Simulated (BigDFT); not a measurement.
Runs of BigDFT 1.9.6 on O2Ti. The cell holds a molecule in a box, 3 atoms: a = 11.000 Å, b = 11.000 Å, c = 11.000 Å, α = 90.00°, β = 90.00°, γ = 90.00°. 

```tsv
potentials or basis	largest force (eV/Å)
UZH-GTH-PBE (O q6, Ti q12)	1.72
GTH-BP (O q6, Ti q12)	1.63
GTH-PADE (O q6, Ti q12)	1.26
UZH-GTH-PBE (O q6, Ti q4)	0.82
GTH-PBE (O q6, Ti q12)	1.64
UZH-GTH-SCAN (O q6, Ti q12)	1.72
UZH-GTH-PBE0 (O q6, Ti q12)	(a)
GTH-BLYP (O q6, Ti q12)	(b)
```

Alike in all rows: task single point; level PBE; no spin polarisation; cell as given; smearing fixed; grid spacing 0.31 bohr.

Fill in the values left out.

(a) 2.39; (b) 1.61.

Caveats: boundaries are free: the box only frames the coordinates; the potentials were made for another functional, which shifts forces and pressure (some runs).

The runs don't all hold the same shells in valence.
